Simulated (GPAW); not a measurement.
Runs of GPAW 26.7.0 on TeRu. The structure is hexagonal, space group P-6m2 (No. 187). The conventional cell has a = 3.795 Å, b = 3.795 Å, c = 3.704 Å, α = 90.00°, β = 90.00°, γ = 120.00°. Ru (site symmetry -6m2) is surrounded by 6 Te at 2.87 Å. Te (site symmetry -6m2) has 6 Ru at 2.87 Å as nearest neighbours. The cell comes from a database or a generator and needn't be the stable form of this composition.

```csv
level,potentials or basis,spin,U,fixed moment (μB),gap on the mesh (eV),pressure (GPa),moment (μB)
LDA+U,"the program's PAW data sets (release 1.2.1) made for this functional, pw",off,Ru d U = 2 eV,-,none,-20.8,-
PBEsol+U,"PAW data sets generated in the run's folder for this functional, pw","collinear, ferromagnetic start",Ru d U = 4 eV,-,none,0.8,(a)
LDA+U,"the program's PAW data sets (release 1.2.1) made for this functional, pw","collinear, ferromagnetic start",Ru d U = 8 eV,4.0,-,5.5,4.00
PBEsol+U,"PAW data sets generated in the run's folder for this functional, pw","collinear, zero start",Ru d U = 2 eV,-,none,-18.6,(b)
```

Alike in all rows: task single point; cell as given; k mesh 6 × 6 × 5; cutoff (eV) 600; smearing gaussian 0.05 eV.

Task: Fill in the values left out.

Result: (a) 2.93; (b) 0.00.

Caveats: the U is typed as a test and isn't derived for this compound; U without spin polarisation on a metal has little footing (some runs); the total moment is fixed, so each spin has its own Fermi level (some runs).

A k mesh can miss the band edges, and the runs leave out spin-orbit coupling on Ru, Te.

A gap of «none» marks a metal or a gap under the smearing width.
